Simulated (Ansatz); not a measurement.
Crystal: LuBr.

```
Lu Br
1.0
     3.60687    0.00000    0.00000
    -1.80344    3.12364    0.00000
     0.00000    0.00000    9.87175
Lu Br
2 2
Direct
  0.66667 0.33333 0.83099
  0.33333 0.66667 0.33099
  0.66667 0.33333 0.54401
  0.33333 0.66667 0.04401
```

The cell comes from a database or a generator and needn't be the stable form of this composition.

```yaml
Program: Ansatz 0.2.0
Task: relaxation of cell and atoms
Functional: r2SCAN
Dispersion: rVV10
Potentials_or_basis: Ansatz PAW
Cutoff: "500 eV (not typed: the program's choice for these potentials)"
k_mesh: 9 × 9 × 3
Occupations: fermi-dirac, width 0.05 eV
Spin: no spin polarisation
```

At the start: volume 27.81 Å³/atom.

**Question.** Where does the relaxation end?

**Answer.** It ends after 5 steps and the volume is 26.86 Å³/atom (-3.4 %); space group P6_3mc (No. 186, to 0.05 Å).

The path:
```csv
step,energy change (eV),largest force (eV/Å),volume (Å³)
1,0.0000,0.0437,111.22
2,-0.0076,0.0560,104.93
3,-0.0204,0.0012,107.57
4,-0.0204,0.0004,107.43
5,-0.0197,0.0003,107.43
```

Final structure:
```yaml
crystal:
  lattice:
    - [3.56434, 0.00000, 0.00000]
    - [-1.78217, 3.08681, 0.00000]
    - [0.00000, 0.00000, 9.76415]
  atoms:
    - { symbol: Lu, position: [0.66667, 0.33333, 0.83118] }
    - { symbol: Lu, position: [0.33333, 0.66667, 0.33118] }
    - { symbol: Br, position: [0.66667, 0.33333, 0.54382] }
    - { symbol: Br, position: [0.33333, 0.66667, 0.04382] }
```

Caveat: the plane-wave basis is chosen anew once the cell has moved, so the energies of steps on either side of that aren't comparable; the PAW data sets come from PBE, with cores solved anew for the run's functional, which leaves a small shift of forces and pressure.
